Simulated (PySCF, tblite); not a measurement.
**C7H12O: geometry, infrared bands and NMR shifts**

Aim: predict the infrared bands and NMR shifts of C7H12O (`C1CC(C2COC2)C1`).

The runs use tblite 0.8.0 and PySCF 2.14.0, with density-fitted response routines of our own; the level of theory stands in each step. All values are computed, except where a source is named. Atoms count from 0, in the outputs and in this text.

## Step 1: The molecule as given

20 atoms, charge 0, multiplicity 1; geometry from: force field or distance geometry start.

Bonds of the start (Å): C0–C1 1.56, C1–C2 1.55, C2–C3 1.55, C3–C4 1.54, C4–O5 1.45, O5–C6 1.45, C2–C7 1.54, C7–C0 1.54, C6–C3 1.53, C0–H8 1.09, C0–H9 1.10, C1–H10 1.09, C1–H11 1.09, C2–H12 1.11, C3–H13 1.09, C4–H14 1.08, C4–H15 1.09, C6–H16 1.09, C6–H17 1.09, C7–H18 1.10, C7–H19 1.10.

## Step 2: Geometry optimisation with GFN2-xTB

Job settings and geometry (Å):

```
{"job": {"kind": "relax", "xc": "GFN2-xTB", "basis": "xTB"}, "charge": 0, "multiplicity": 1}
C      2.422800     0.103600     0.028200
C      1.271500     1.121700    -0.238100
C      0.310000     0.020900     0.273800
C     -0.960900    -0.047300    -0.617100
C     -1.935200    -1.115300    -0.081400
O     -2.822300    -0.102500     0.446800
C     -2.020300     0.950200    -0.153700
C      1.372300    -1.005200    -0.161000
H      3.240400     0.116600    -0.690400
H      2.821700     0.152800     1.048200
H      1.167900     1.391400    -1.286000
H      1.308900     2.026100     0.374900
H      0.126000     0.050800     1.364500
H     -0.791800    -0.080800    -1.693000
H     -1.568400    -1.775300     0.695100
H     -2.437400    -1.700800    -0.851900
H     -2.566400     1.447500    -0.954200
H     -1.713100     1.685700     0.590000
H      1.286300    -1.352700    -1.196800
H      1.482700    -1.876800     0.495300
```

Run with:

```bash
> OMP_NUM_THREADS=1 python probes_run.py task.json out
```

The driver reads the jobs from task.json and runs them one after another.

**Question.** This job is followed by: GFN2-xTB harmonic vibrations, gas phase; GIAO PBE0/pcSseg-1 NMR shielding, non-relativistic, gas phase. Predict these results of the whole session: strongest single infrared mode (GFN2-xTB); zero-point energy (GFN2-xTB); ¹³C shifts against TMS (PBE0/pcSseg-1, means over atoms taken as alike); ¹H shifts against TMS (PBE0/pcSseg-1, means over atoms taken as alike); ¹⁷O shifts against H2O (PBE0/pcSseg-1).

The runs gave:

| quantity | value |
| --- | --- |
| strongest single infrared mode (GFN2-xTB) | 3025 cm⁻¹, 98 km/mol |
| zero-point energy (GFN2-xTB) | 110.4 kcal/mol |
| ¹³C shifts against TMS (PBE0/pcSseg-1, means over atoms taken as alike) | 78.4, 46.0, 40.0, 26.3, 16.6 ppm |
| ¹H shifts against TMS (PBE0/pcSseg-1, means over atoms taken as alike) | 4.90, 4.41, 2.80, 2.71, 2.17, 2.01, 1.83, 1.45 ppm |
| ¹⁷O shifts against H2O (PBE0/pcSseg-1) | -1.0 ppm |

In words: Over 51 steps the energy fell by 0.323 eV; of the close pairs, C2–C3 changed most, 1.554 to 1.514 Å. No mode is imaginary among the 54: a minimum at this level. The strongest single mode, at 3025 cm⁻¹, moves mainly H9. GFN2-xTB is a fitted tight-binding method: band positions and strengths are rough. Its intensities can rank the bands wrongly. The most deshielded carbon is C4, C6 (mean) (sp3 CH2 bonded to O), at 78.4 ppm: pulled downfield by the heteroatom. At PBE0/pcSseg-1: The widest tensor belongs to O5: span 103 ppm, with a paramagnetic part of -61 ppm.
